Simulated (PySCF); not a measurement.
**[WO2F2]−: forces at shaken geometries**

How stiff is [WO2F2]−? Its atoms are displaced at random by several amounts. The structure is generated, not taken from experiment.

Program: PySCF 2.14.0. Level of theory: PBE0, W def2-SVP with ECP60, O def2-SVP, F def2-SVP; scalar-relativistic core potentials, no spin–orbit coupling. These are calculated values, not measurements.

3 further runs of the same task are left out: 2 for a known fault of the program, 1 that didn't finish. Runs told in other sessions of the task aren't counted.

### 1 Starting geometry

5 atoms, charge -1, spin multiplicity 2.

Bond lengths: W1–O2 1.734 Å, W1–O3 1.734 Å, W1–F4 1.945 Å, W1–F5 1.945 Å. Angles: O2–W1–O3 112.6°, O2–W1–F4 115.1°, O2–W1–F5 115.1°, O3–W1–F4 115.1°, O3–W1–F5 115.1°, F4–W1–F5 80.4°.

Geometry (Å):

```xyz
5
charge -1, multiplicity 2
W     0.00000    0.00000    0.19694
O     1.02011    1.02011    1.15925
O    -1.02011   -1.02011    1.15925
F     0.88763   -0.88763   -1.28842
F    -0.88763    0.88763   -1.28842
```

Formal oxidation states: W +5. An earlier session relaxed this geometry at PBE0, W def2-SVP with ECP60, O def2-SVP, F def2-SVP (doublet, point group C2v).

Its energy there is -416.852187 Eh.

### 2 Atoms moved at random, σ = 0.03 Å

run.py (the lines that set the calculation) reads:

```python
mol = gto.M(atom='''
W      0.00698     0.01024     0.21195
O      1.05450     1.03491     1.10260
O     -1.02596    -1.04041     1.16495
F      0.87038    -0.90475    -1.24126
F     -0.90590     0.90001    -1.29965''',
    basis={'W': 'def2-SVP', 'O': 'def2-SVP', 'F': 'def2-SVP'},
    ecp={'W': 'def2-SVP'},
    charge=-1, spin=1)
mf = dft.UKS(mol, xc='PBE0')
mf.grids.atom_grid = (50, 194)
mf = mf.density_fit()  # fitting sets: W def2-universal-JKFIT, O def2-universal-JKFIT, F def2-universal-JKFIT
mf.conv_tol = 1e-08; mf.max_cycle = 55
mf.kernel(dm0)  # dm0: the density of the relaxed state
```

On the command line:

```bash
OMP_NUM_THREADS=2 python run.py
```

What it wrote:

```text
init E= -416.846352352892
  HOMO = -0.014900183225  LUMO = 0.120493442074  gap/eV = 3.68425
cycle= 1 E= -416.849571774253  delta_E= -0.00322  |g|= 0.0433  |ddm|= 0.124
  HOMO = -0.0116706479575  LUMO = 0.123652406257  gap/eV = 3.68233
cycle= 2 E= -416.845218321586  delta_E= 0.00435  |g|= 0.114  |ddm|= 0.112
  HOMO = -0.0116707888618  LUMO = 0.123826156958  gap/eV = 3.68706
cycle= 3 E= -416.850368927885  delta_E= -0.00515  |g|= 0.0132  |ddm|= 0.0788
  HOMO = -0.0124213431186  LUMO = 0.123190473518  gap/eV = 3.69019
cycle= 4 E= -416.850427117262  delta_E= -5.82e-05  |g|= 0.00467  |ddm|= 0.0119
  HOMO = -0.0123466769673  LUMO = 0.123291213018  gap/eV = 3.69089
cycle= 5 E= -416.850434721149  delta_E= -7.6e-06  |g|= 0.0017  |ddm|= 0.00396
  HOMO = -0.0124563032488  LUMO = 0.123210837415  gap/eV = 3.69169
cycle= 6 E= -416.850435457555  delta_E= -7.36e-07  |g|= 0.00129  |ddm|= 0.00225
  HOMO = -0.0123775981571  LUMO = 0.123293826604  gap/eV = 3.69181
cycle= 7 E= -416.850436225863  delta_E= -7.68e-07  |g|= 0.000207  |ddm|= 0.00137
  HOMO = -0.0124017749792  LUMO = 0.123279872675  gap/eV = 3.69209
cycle= 8 E= -416.850436286246  delta_E= -6.04e-08  |g|= 6.17e-05  |ddm|= 0.00068
  HOMO = -0.012392869585  LUMO = 0.123291098503  gap/eV = 3.69215
cycle= 9 E= -416.850436300126  delta_E= -1.39e-08  |g|= 2.85e-05  |ddm|= 0.000455
  HOMO = -0.0123968974299  LUMO = 0.123287918366  gap/eV = 3.69217
cycle= 10 E= -416.850436301224  delta_E= -1.1e-09  |g|= 1e-05  |ddm|= 0.000109
  HOMO = -0.0123965058448  LUMO = 0.123287876609  gap/eV = 3.69216
Extra cycle  E= -416.850436301275  delta_E= -5.18e-11  |g|= 1.52e-05  |ddm|= 3.16e-05
converged SCF energy = -416.850436301275  <S^2> = 0.75562087  2S+1 = 2.005613
```

Run time: 3.4 s. Hardware: 2 threads of Arm Neoverse V1, shared host.

It gives: E = -416.850436 Eh (+0.048 eV from the relaxed state), HOMO -0.34 eV, LUMO 3.35 eV (over both spins), ⟨S²⟩ = 0.756, Mulliken charge on W1 +0.87 e, largest force component 1.699 eV/Å. 

```
atom      Fx      Fy  Fz (eV/Å)
  W1  -1.699  -0.713     -0.675
  O2   0.551   0.539      0.738
  O3   0.597   0.612     -0.214
  F4   0.187  -0.133     -0.338
  F5   0.365  -0.305      0.489
```

### 3 Atoms moved at random, σ = 0.06 Å

run.py (the lines that set the calculation) reads:

```python
mol = gto.M(atom='''
W     -0.08563    -0.08248     0.15879
O      1.06096     1.07620     1.11228
O     -0.99582    -0.93248     1.22081
F      0.89587    -0.91076    -1.30937
F     -0.87538     0.84952    -1.24392''',
    basis={'W': 'def2-SVP', 'O': 'def2-SVP', 'F': 'def2-SVP'},
    ecp={'W': 'def2-SVP'},
    charge=-1, spin=1)
mf = dft.UKS(mol, xc='PBE0')
mf.grids.atom_grid = (50, 194)
mf = mf.density_fit()  # fitting sets: W def2-universal-JKFIT, O def2-universal-JKFIT, F def2-universal-JKFIT
mf.conv_tol = 1e-08; mf.max_cycle = 55
mf.kernel(dm0)  # dm0: the density of the relaxed state
```

On the command line:

```bash
OMP_NUM_THREADS=2 python run.py
```

What it wrote:

```text
init E= -416.816944753892
  HOMO = -0.0236411254392  LUMO = 0.107641396744  gap/eV = 3.57238
cycle= 1 E= -416.79799087525  delta_E= 0.019  |g|= 0.197  |ddm|= 0.42
  HOMO = 0.00330728369535  LUMO = 0.12750610746  gap/eV = 3.37962
cycle= 2 E= -416.614571037383  delta_E= 0.183  |g|= 0.698  |ddm|= 0.631
  HOMO = 0.00809830125859  LUMO = 0.137848628937  gap/eV = 3.53069
cycle= 3 E= -416.813338621957  delta_E= -0.199  |g|= 0.0854  |ddm|= 0.487
  HOMO = -0.00307063447869  LUMO = 0.1292256137  gap/eV = 3.59996
cycle= 4 E= -416.815774123955  delta_E= -0.00244  |g|= 0.0409  |ddm|= 0.0981
  HOMO = -0.00309958619421  LUMO = 0.129302809418  gap/eV = 3.60285
cycle= 5 E= -416.816355414443  delta_E= -0.000581  |g|= 0.0132  |ddm|= 0.0287
  HOMO = -0.00277988803376  LUMO = 0.129694213541  gap/eV = 3.60480
cycle= 6 E= -416.816421991702  delta_E= -6.66e-05  |g|= 0.00491  |ddm|= 0.0114
  HOMO = -0.00241354241421  LUMO = 0.130041964633  gap/eV = 3.60430
cycle= 7 E= -416.816433996372  delta_E= -1.2e-05  |g|= 0.000852  |ddm|= 0.00563
  HOMO = -0.00254083794873  LUMO = 0.129976050468  gap/eV = 3.60597
cycle= 8 E= -416.816436349931  delta_E= -2.35e-06  |g|= 0.000565  |ddm|= 0.00446
  HOMO = -0.00253108437802  LUMO = 0.130004053407  gap/eV = 3.60646
cycle= 9 E= -416.816437231251  delta_E= -8.81e-07  |g|= 0.000387  |ddm|= 0.0027
  HOMO = -0.00251253566397  LUMO = 0.130039127349  gap/eV = 3.60691
cycle= 10 E= -416.816437711064  delta_E= -4.8e-07  |g|= 0.000212  |ddm|= 0.00253
  HOMO = -0.00253591491974  LUMO = 0.130032584814  gap/eV = 3.60737
cycle= 11 E= -416.816437851634  delta_E= -1.41e-07  |g|= 8.41e-05  |ddm|= 0.00157
  HOMO = -0.00252796300173  LUMO = 0.130044715559  gap/eV = 3.60749
cycle= 12 E= -416.816437876033  delta_E= -2.44e-08  |g|= 3.08e-05  |ddm|= 0.000738
  HOMO = -0.00253125425161  LUMO = 0.130042481742  gap/eV = 3.60752
cycle= 13 E= -416.816437877932  delta_E= -1.9e-09  |g|= 6.78e-06  |ddm|= 0.000188
  HOMO = -0.00253236619928  LUMO = 0.130041321591  gap/eV = 3.60751
Extra cycle  E= -416.816437878009  delta_E= -7.73e-11  |g|= 1.05e-05  |ddm|= 3.21e-05
converged SCF energy = -416.816437878009  <S^2> = 0.75807571  2S+1 = 2.0080595
```

Wall time 3.8 s (2 threads of Arm Neoverse V1, shared host).

Read off: E = -416.816438 Eh (+0.973 eV from the relaxed state), HOMO -0.07 eV, LUMO 3.54 eV (over both spins), ⟨S²⟩ = 0.758, Mulliken charge on W1 +0.84 e, largest force component 8.776 eV/Å. 

```
atom      Fx      Fy  Fz (eV/Å)
  W1   8.776   6.392      1.179
  O2  -3.135  -3.197     -2.527
  O3  -3.893  -3.591      3.404
  F4  -0.355  -0.355     -0.180
  F5  -1.392   0.751     -1.877
```

### 4 Atoms moved at random, σ = 0.03 Å

run.py (the lines that set the calculation) reads:

```python
mol = gto.M(atom='''
W      0.02222    -0.03020     0.23989
O      1.02575     1.03154     1.14593
O     -1.02905    -0.99535     1.15429
F      0.85237    -0.90325    -1.30031
F     -0.87129     0.89727    -1.30121''',
    basis={'W': 'def2-SVP', 'O': 'def2-SVP', 'F': 'def2-SVP'},
    ecp={'W': 'def2-SVP'},
    charge=-1, spin=1)
mf = dft.UKS(mol, xc='PBE0')
mf.grids.atom_grid = (50, 194)
mf = mf.density_fit()  # fitting sets: W def2-universal-JKFIT, O def2-universal-JKFIT, F def2-universal-JKFIT
mf.conv_tol = 1e-08; mf.max_cycle = 55
mf.kernel(dm0)  # dm0: the density of the relaxed state
```

On the command line:

```bash
OMP_NUM_THREADS=2 python run.py
```

What it wrote:

```text
init E= -416.84619756043
  HOMO = -0.018826223001  LUMO = 0.118020076201  gap/eV = 3.72378
cycle= 1 E= -416.846273498649  delta_E= -7.59e-05  |g|= 0.0542  |ddm|= 0.166
  HOMO = -0.0155545465954  LUMO = 0.1189881075  gap/eV = 3.66109
cycle= 2 E= -416.841719569899  delta_E= 0.00455  |g|= 0.124  |ddm|= 0.129
  HOMO = -0.0187492714758  LUMO = 0.116427117303  gap/eV = 3.67834
cycle= 3 E= -416.847591474294  delta_E= -0.00587  |g|= 0.0152  |ddm|= 0.086
  HOMO = -0.0177390669651  LUMO = 0.117374852281  gap/eV = 3.67664
cycle= 4 E= -416.847660175633  delta_E= -6.87e-05  |g|= 0.00753  |ddm|= 0.0154
  HOMO = -0.0179857261386  LUMO = 0.117131820925  gap/eV = 3.67674
cycle= 5 E= -416.84768259378  delta_E= -2.24e-05  |g|= 0.00146  |ddm|= 0.00622
  HOMO = -0.0180361634  LUMO = 0.117071335879  gap/eV = 3.67646
cycle= 6 E= -416.847683371701  delta_E= -7.78e-07  |g|= 0.00165  |ddm|= 0.0032
  HOMO = -0.0179600845665  LUMO = 0.117135018571  gap/eV = 3.67613
cycle= 7 E= -416.847684573908  delta_E= -1.2e-06  |g|= 0.000443  |ddm|= 0.00164
  HOMO = -0.0179701065791  LUMO = 0.117117892333  gap/eV = 3.67593
cycle= 8 E= -416.847684759241  delta_E= -1.85e-07  |g|= 0.000105  |ddm|= 0.00101
  HOMO = -0.0179702013612  LUMO = 0.117112472569  gap/eV = 3.67579
cycle= 9 E= -416.84768479607  delta_E= -3.68e-08  |g|= 0.000105  |ddm|= 0.000725
  HOMO = -0.0179705265263  LUMO = 0.117110749865  gap/eV = 3.67575
cycle= 10 E= -416.847684803222  delta_E= -7.15e-09  |g|= 2.13e-05  |ddm|= 0.000227
  HOMO = -0.0179688855256  LUMO = 0.117112178457  gap/eV = 3.67574
Extra cycle  E= -416.847684803445  delta_E= -2.24e-10  |g|= 3.41e-05  |ddm|= 7.05e-05
converged SCF energy = -416.847684803445  <S^2> = 0.75521511  2S+1 = 2.0052083
```

It took 3.4 s on 2 threads of Arm Neoverse V1, shared host.

Result: E = -416.847685 Eh (+0.123 eV from the relaxed state), HOMO -0.49 eV, LUMO 3.19 eV (over both spins), ⟨S²⟩ = 0.755, Mulliken charge on W1 +0.85 e, largest force component 3.706 eV/Å. 

```
atom      Fx      Fy  Fz (eV/Å)
  W1   0.246   1.430     -3.706
  O2   0.482   0.373      0.804
  O3  -1.210  -1.229      1.490
  F4   0.044  -0.063      0.358
  F5   0.438  -0.511      1.054
```

### 5 Results

| σ (Å) | energy rise (eV) | harmonic estimate −½ F·u (eV) | largest force component (eV/Å) |
| --- | --- | --- | --- |
| 0.03 | 0.048 | 0.047 | 1.70 |
| 0.06 | 0.973 | 0.916 | 8.78 |
| 0.03 | 0.123 | 0.122 | 3.71 |

Every displacement raises the energy. For a harmonic well the rise equals −½ F·u; the two differ by at most 6 % here (a move with σ = 0.06 Å), from anharmonicity, the grid and the small forces left at the relaxed point. These are double-zeta-type bases without diffuse functions. Spin–orbit coupling is left out for this open shell, where it can reorder the states. Open shells may have lower solutions than the one found.
